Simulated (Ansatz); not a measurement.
**Ta3N: band structure with LDA**

Crystal: Ta3N.

```
Ta N
1.0
     3.03222    0.00000    0.00000
    -1.51611    2.62598    0.00000
     0.00000    0.00000    7.52414
Ta N
3 1
Direct
  0.66667 0.33333 0.82607
  0.33333 0.66667 0.17393
  0.00000 0.00000 0.50000
  0.00000 0.00000 0.00000
```

The cell comes from a database or a generator and needn't be the stable form of this composition.

```yaml
Program: Ansatz 0.2.0
Task: band structure
Functional: LDA
Potentials_or_basis: Ansatz PAW
Cutoff: "420 eV (not typed: the program's choice for these potentials)"
k_mesh: 7 × 7 × 3
Occupations: fermi-dirac, width 0.05 eV
Spin: no spin polarisation
Path: "[[\"G\", \"M\", \"K\", \"G\", \"A\", \"L\", \"H\", \"A\"], [\"L\", \"M\"], [\"K\", \"H\"]]"
Points_for_each_segment_of_the_path: 14
```

```json
{"Pressure": "-13.3 GPa", "Largest force": "0.693 eV/Å", "Band gap on the k mesh": "none (metal or under the smearing width)"}
```

Forces in eV/Å, atoms in the order of the input:
```
Ta   0.000  0.000  0.693
Ta   0.000  0.000 -0.693
Ta   0.000  0.000  0.000
N    0.000  0.000  0.000
```

Stress tensor (GPa, compression positive):
```
-13.56   0.00   0.00
  0.00 -13.56   0.00
  0.00   0.00 -12.80
```

Levels at the corners of the path, in eV from the Fermi level:
```csv
point,band 18,band 19,band 20,band 21,band 22,band 23,band 24,band 25,band 26,band 27
Γ,-3.53,-1.32,-0.52,-0.52,-0.34,0.23,0.23,0.91,1.80,1.80
M,-3.75,-3.10,-1.12,-0.51,0.17,0.64,0.92,3.43,3.99,4.29
K,-2.37,-2.37,-1.39,-1.39,-0.52,0.49,0.49,3.15,3.15,3.53
Γ,-3.53,-1.32,-0.52,-0.52,-0.34,0.23,0.23,0.91,1.80,1.80
A,-3.68,-1.24,-1.13,-0.31,-0.31,0.50,0.50,1.19,1.22,1.22
L,-3.66,-2.89,-1.26,-1.25,0.18,0.92,1.20,2.35,4.33,4.39
H,-2.49,-2.41,-1.41,-1.41,-1.41,0.40,0.40,2.97,2.97,4.55
A,-3.68,-1.24,-1.13,-0.31,-0.31,0.50,0.50,1.19,1.22,1.22
L,-3.66,-2.89,-1.26,-1.25,0.18,0.92,1.20,2.35,4.33,4.39
M,-3.75,-3.10,-1.12,-0.51,0.17,0.64,0.92,3.43,3.99,4.29
K,-2.37,-2.37,-1.39,-1.39,-0.52,0.49,0.49,3.15,3.15,3.53
H,-2.49,-2.41,-1.41,-1.41,-1.41,0.40,0.40,2.97,2.97,4.55
```

Wall time 3.7 s on 2 threads of Arm Neoverse V2 (shared host), peak memory 0.35 GiB.

Caveat: spin-orbit coupling is left out, which moves the levels of the heavy elements; the PAW data sets come from PBE, with cores solved anew for the run's functional, which leaves a small shift of forces and pressure.
